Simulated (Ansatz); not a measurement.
# ClF2H3OSi: reaction (exchange4), part 3 of 3

How high is the barrier for the reaction (exchange4)? Relax the two ends, then run a nudged elastic band between them. Meant to form: Si1–O7, H6–Cl2; to break: Si1–Cl2, H6–O7. The start is a guess near the saddle point, from which both ends are pulled out.

Ansatz 0.2.0; UKS B3LYP-D4/cc-pVDZ. Earlier steps stand in the parts before.

### Step 10. Frequencies at the highest image

The geometry is the highest inner image of the first converged band.

input.yaml reads:

```yaml
crystal:
  periodic: [false, false, false]
  atoms:
    - { symbol: Si, position_ang: [-0.572596, -0.363847, -0.281959] }
    - { symbol: Cl, position_ang: [1.659658, 0.268934, -1.4136] }
    - { symbol: F, position_ang: [0.007868, -1.879805, -0.158346] }
    - { symbol: F, position_ang: [-1.827182, -0.442553, 0.789194] }
    - { symbol: H, position_ang: [-1.193065, 0.117315, -1.518083] }
    - { symbol: H, position_ang: [1.26437, 0.805326, 0.121956] }
    - { symbol: O, position_ang: [0.334436, 0.806324, 0.746679] }
    - { symbol: H, position_ang: [0.326511, 0.688205, 1.714158] }
magnetization:
  spin_polarized: true
basis:
  gaussian: { orbitals: cc-pVDZ }
hamiltonian:
  xc: b3lyp
  dispersion: d4
phonons: {}
```

Started as:

```bash
ansatz run input.yaml --threads 2 --pin off --max-ram 3072MiB --backend cpu --events-out ev --progress --plain --runs-dir out
```

What it wrote, cut to the lines that bear on the results:

```text
Warning: RAYON_NUM_THREADS=2 ignored (pool sized by the plan → 2); use --threads N
[...]
Functional definition: B3LYP
[...]
989 factors; integrals over basis functions are off by at most 2.9e-4 eV
[...]
mean field -27934.75696664 eV, -1026.5833836657 hartree, gradient 5.9e-5 eV, S^2 0.000000; 0 other end points of the search recorded, 0 dependent functions left out
[...]
reference -27934.75717835 eV, -1026.5833914460 hartree; 30, 30 occupied and 63, 63 virtual orbitals, 989 factors
[...]
WARN: phonons: modes at or below zero, which the zero-point energy, F, S and C_V leave out: 1, the lowest at -467.22 cm⁻¹. A minimum has none, and a first-order saddle one
[...]
Atom 4 at    -1.193065     0.117315    -1.518083 Å, force     0.000017     0.002633    -0.003741 eV/Å
Atom 5 at     1.264370     0.805326     0.121956 Å, force     0.025249    -0.000926    -0.002131 eV/Å
Atom 6 at     0.334436     0.806324     0.746679 Å, force    -0.038299     0.021731     0.015109 eV/Å
Atom 7 at     0.326511     0.688205     1.714158 Å, force     0.026454    -0.011029    -0.004027 eV/Å
Dipole moment:    -0.137241     0.363921     0.596267 e Å
Vibrations: -467.22 114.41 192.45 281.48 303.46 363.56 439.49 529.34 678.59 751.00 812.73 872.38 893.52 997.03 1073.72 1901.97 2351.78 3717.53 cm⁻¹, zero-point energy 1.008887 eV
```

Wall time 90 s (2 threads of Arm Neoverse V2, shared host); peak memory 0.28 GiB.

Of 18 modes, 1 is imaginary by more than 30 cm⁻¹ (467i cm⁻¹).

### Step 11. Dynamics from the top

It starts at the highest inner image of the first converged band: 200 steps of 0.5 fs at constant energy, with velocities drawn for 300 K.

input.yaml, as its differences from that of step 10:

```diff
@@ -18,2 +18,8 @@
   dispersion: d4
-phonons: {}
+md:
+  timestep: 0.5
+  n_steps: 200
+  ensemble: nve
+  temperature: 300.0
+  initial_velocities: maxwell_boltzmann
+  seed: 5179
```

Started as:

```bash
ansatz run input.yaml --threads 2 --pin off --max-ram 3072MiB --backend cpu --events-out ev --progress --plain --runs-dir out
```

What it wrote, cut to the lines that bear on the results:

```text
Warning: RAYON_NUM_THREADS=2 ignored (pool sized by the plan → 2); use --threads N
[...]
[... 1 set-up line as earlier in the session ...]
[...]
989 factors; integrals over basis functions are off by at most 2.9e-4 eV
[...]
mean field -27934.75696664 eV, -1026.5833836657 hartree, gradient 5.9e-5 eV, S^2 0.000000; 0 other end points of the search recorded, 0 dependent functions left out
[...]
md step   100: t =    50.00 fs  T =   698.0 K  F+E_penalty+E_count = -27935.33584087 eV  E_kin = 0.541353 eV  conserved = -27934.79448812 eV  (27 SCF iters, 3 dispersion substeps)
md step   101: t =    50.50 fs  T =   734.8 K  F+E_penalty+E_count = -27935.36464378 eV  E_kin = 0.569890 eV  conserved = -27934.79475376 eV  (27 SCF iters, 3 dispersion substeps)
md step   102: t =    51.00 fs  T =   767.4 K  F+E_penalty+E_count = -27935.39010973 eV  E_kin = 0.595156 eV  conserved = -27934.79495375 eV  (27 SCF iters, 3 dispersion substeps)
```

### Step 12. The output, continued: dynamics from the highest image of the converged band

Output, continued, cut to the lines that bear on the results:

```text
md step   103: t =    51.50 fs  T =   791.8 K  F+E_penalty+E_count = -27935.40908966 eV  E_kin = 0.614062 eV  conserved = -27934.79502777 eV  (27 SCF iters, 3 dispersion substeps)
[...]
md step   127: t =    63.50 fs  T =   869.1 K  F+E_penalty+E_count = -27935.46896009 eV  E_kin = 0.674053 eV  conserved = -27934.79490744 eV  (28 SCF iters, 3 dispersion substeps)
[...]
Atom 4 at    -1.162612     0.241669    -1.179247 Å, force    -0.161562     0.125907    -0.212769 eV/Å
Atom 5 at     2.694547     0.963600    -0.856637 Å, force    -0.523068    -0.712521    -1.068282 eV/Å
Atom 6 at     0.104038     0.641158     1.107899 Å, force    -0.697501    -0.163539    -0.246657 eV/Å
Atom 7 at    -0.340898     1.440039     1.447474 Å, force     0.146550    -0.333045    -0.106302 eV/Å
Dipole moment:     0.036620     0.578582     0.134813 e Å
```

Wall time 11 min (2 threads of Arm Neoverse V2, shared host); peak memory 0.28 GiB.

### Step 13. What the atoms did

The trajectory, every 11 steps (energies from step 0):

| time (fs) | T (K) | potential energy change (meV/atom) | total energy change (meV/atom) | Si1–O7 (Å) | H6–Cl2 (Å) |
| --- | --- | --- | --- | --- | --- |
| 0.0 | 300 | 0.0 | 0.00 | 1.80 | 1.67 |
| 5.5 | 154 | 14.2 | 0.05 | 1.82 | 1.60 |
| 11.0 | 63 | 23.1 | 0.09 | 1.84 | 1.56 |
| 16.5 | 182 | 11.5 | 0.04 | 1.84 | 1.57 |
| 22.0 | 186 | 11.1 | 0.02 | 1.84 | 1.58 |
| 27.5 | 156 | 14.0 | 0.04 | 1.81 | 1.52 |
| 33.0 | 311 | -1.0 | 0.05 | 1.75 | 1.37 |
| 38.5 | 502 | -19.5 | 0.02 | 1.69 | 1.32 |
| 44.0 | 541 | -23.3 | 0.04 | 1.65 | 1.37 |
| 49.5 | 662 | -35.1 | 0.06 | 1.65 | 1.26 |
| 55.0 | 839 | -52.2 | 0.07 | 1.68 | 1.36 |
| 60.5 | 829 | -51.2 | 0.10 | 1.71 | 1.25 |
| 66.0 | 822 | -50.5 | 0.06 | 1.72 | 1.35 |
| 71.5 | 949 | -62.9 | 0.03 | 1.69 | 1.25 |
| 77.0 | 953 | -63.3 | 0.06 | 1.65 | 1.35 |
| 82.5 | 850 | -53.3 | 0.07 | 1.63 | 1.26 |
| 88.0 | 892 | -57.4 | 0.05 | 1.64 | 1.34 |
| 93.5 | 982 | -66.1 | -0.03 | 1.67 | 1.27 |
| 99.0 | 875 | -55.7 | 0.03 | 1.69 | 1.33 |
| 100.0 | 856 | -53.8 | 0.05 | 1.69 | 1.35 |

time (fs), T (K) and a bar:
```
      0.0        300 #######
      4.5        172 ##
      8.5        104 
     13.0        125 #
     17.5        177 ##
     21.5        190 ###
     26.0        111 
     30.5        239 #####
     35.0        392 ##########
     39.0        511 ##############
     43.5        537 ###############
     48.0        596 #################
     52.0        806 ########################
     56.5        911 ############################
     61.0        821 ########################
     65.0        846 #########################
     69.5        923 ############################
     74.0        984 ##############################
     78.5        946 #############################
     82.5        850 #########################
     87.0        915 ############################
     91.5        966 #############################
     95.5        902 ###########################
    100.0        856 ##########################
```

The last frame stands with the bonds of end B.

### Step 14. Dynamics from the top

It starts at the highest inner image of the first converged band: 200 steps of 0.5 fs at constant energy, with velocities drawn for 100 K.

input.yaml, as its differences from that of step 11:

```diff
@@ -22,4 +22,4 @@
   ensemble: nve
-  temperature: 300.0
+  temperature: 100.0
   initial_velocities: maxwell_boltzmann
-  seed: 5179
+  seed: 5180
```

Started as:

```bash
ansatz run input.yaml --threads 2 --pin off --max-ram 3072MiB --backend cpu --events-out ev --progress --plain --runs-dir out
```

What it wrote, cut to the lines that bear on the results:

```text
Warning: RAYON_NUM_THREADS=2 ignored (pool sized by the plan → 2); use --threads N
[...]
[... 1 set-up line as earlier in the session ...]
[...]
989 factors; integrals over basis functions are off by at most 2.9e-4 eV
[...]
mean field -27934.75696664 eV, -1026.5833836657 hartree, gradient 5.9e-5 eV, S^2 0.000000; 0 other end points of the search recorded, 0 dependent functions left out
[...]
md step    75: t =    37.50 fs  T =   492.2 K  F+E_penalty+E_count = -27935.33067299 eV  E_kin = 0.381740 eV  conserved = -27934.94893306 eV  (27 SCF iters, 3 dispersion substeps)
[...]
md step   100: t =    50.00 fs  T =   728.6 K  F+E_penalty+E_count = -27935.51473534 eV  E_kin = 0.565063 eV  conserved = -27934.94967218 eV  (27 SCF iters, 3 dispersion substeps)
md step   101: t =    50.50 fs  T =   741.7 K  F+E_penalty+E_count = -27935.52505323 eV  E_kin = 0.575269 eV  conserved = -27934.94978406 eV  (27 SCF iters, 3 dispersion substeps)
```

### Step 15. The output, continued: dynamics from the highest image of the converged band

Output, continued, cut to the lines that bear on the results:

```text
md step   102: t =    51.00 fs  T =   754.9 K  F+E_penalty+E_count = -27935.53534344 eV  E_kin = 0.585456 eV  conserved = -27934.94988744 eV  (27 SCF iters, 3 dispersion substeps)
[...]
md step   126: t =    63.00 fs  T =   827.6 K  F+E_penalty+E_count = -27935.59215879 eV  E_kin = 0.641838 eV  conserved = -27934.95032033 eV  (27 SCF iters, 3 dispersion substeps)
[...]
Atom 4 at    -1.406814     0.277154    -1.149224 Å, force    -0.003512    -0.039787     0.015923 eV/Å
Atom 5 at     1.980430     0.768334    -0.739185 Å, force     0.474756    -0.573672    -1.426601 eV/Å
Atom 6 at     0.063370     0.663307     1.009170 Å, force    -0.626288     0.685920     0.587068 eV/Å
Atom 7 at    -0.299862     1.331920     1.639458 Å, force     0.315002    -0.680237    -0.678477 eV/Å
Dipole moment:    -0.317282     0.618403     0.326617 e Å
```

Run time: 11 min. Hardware: 2 threads of Arm Neoverse V2, shared host; peak memory 0.29 GiB.

### Step 16. What the atoms did

One step in 11; energies are changes from step 0:

| time (fs) | T (K) | potential energy change (meV/atom) | total energy change (meV/atom) | Si1–O7 (Å) | H6–Cl2 (Å) |
| --- | --- | --- | --- | --- | --- |
| 0.0 | 100 | 0.0 | 0.00 | 1.80 | 1.67 |
| 5.5 | 71 | 2.9 | 0.02 | 1.81 | 1.66 |
| 11.0 | 45 | 5.4 | 0.07 | 1.81 | 1.62 |
| 16.5 | 116 | -1.5 | 0.06 | 1.79 | 1.53 |
| 22.0 | 270 | -16.5 | -0.02 | 1.76 | 1.36 |
| 27.5 | 410 | -30.1 | -0.03 | 1.71 | 1.32 |
| 33.0 | 458 | -34.6 | 0.06 | 1.67 | 1.36 |
| 38.5 | 535 | -42.1 | 0.06 | 1.65 | 1.26 |
| 44.0 | 657 | -54.0 | 0.02 | 1.66 | 1.36 |
| 49.5 | 718 | -59.9 | 0.04 | 1.68 | 1.24 |
| 55.0 | 703 | -58.4 | 0.10 | 1.70 | 1.36 |
| 60.5 | 740 | -61.9 | 0.11 | 1.69 | 1.24 |
| 66.0 | 772 | -65.1 | 0.04 | 1.67 | 1.36 |
| 71.5 | 786 | -66.4 | 0.07 | 1.65 | 1.24 |
| 77.0 | 793 | -67.1 | 0.09 | 1.65 | 1.36 |
| 82.5 | 800 | -67.8 | 0.07 | 1.66 | 1.25 |
| 88.0 | 817 | -69.5 | 0.00 | 1.67 | 1.36 |
| 93.5 | 833 | -71.1 | -0.01 | 1.68 | 1.26 |
| 99.0 | 768 | -64.7 | 0.05 | 1.67 | 1.35 |
| 100.0 | 739 | -61.8 | 0.07 | 1.67 | 1.36 |

time (fs), T (K) and a bar:
```
      0.0        100 #
      4.5         82 #
      8.5         63 
     13.0         77 #
     17.5        153 ###
     21.5        255 #######
     26.0        343 ###########
     30.5        418 #############
     35.0        539 ##################
     39.0        572 ###################
     43.5        634 ######################
     48.0        718 #########################
     52.0        771 ###########################
     56.5        758 ##########################
     61.0        758 ##########################
     65.0        777 ###########################
     69.5        833 #############################
     74.0        850 ##############################
     78.5        812 ############################
     82.5        800 ############################
     87.0        838 #############################
     91.5        852 ##############################
     95.5        789 ############################
    100.0        739 ##########################
```

The last frame stands with the bonds of end B.

### Step 17. Outcome

What follows sums up all 3 parts.

| quantity | value |
| --- | --- |
| end A | 8 moves, 0.084 eV lower |
| end B | 17 moves, 0.138 eV lower |
| barrier forwards | 0.79 eV |
| barrier backwards | 0.84 eV |
| second end relative to first | -0.051 eV |
| highest image | 2 of 0 to 6, climbing |
| band iterations | 18 |
| pieces at the ends | ClF2HSi + H2O → F2H2OSi + ClH |
| imaginary modes at the top | 467i cm⁻¹ |
| trajectory at 300 K, after 100 fs | with the bonds of end B, at 856 K |
| trajectory at 100 K, after 100 fs | with the bonds of end B, at 739 K |

**Reading.** The barrier from the first end is 0.79 eV, 30 times kT at 300 K. Going back costs 0.84 eV, since the second end is 0.051 eV below the first. By distance, end A alone has Si1–Cl2, H6–O7 and end B alone has Si1–O7, Cl2–H6. One imaginary mode, as a first-order saddle point has. Zero-point energy and entropy are left out.
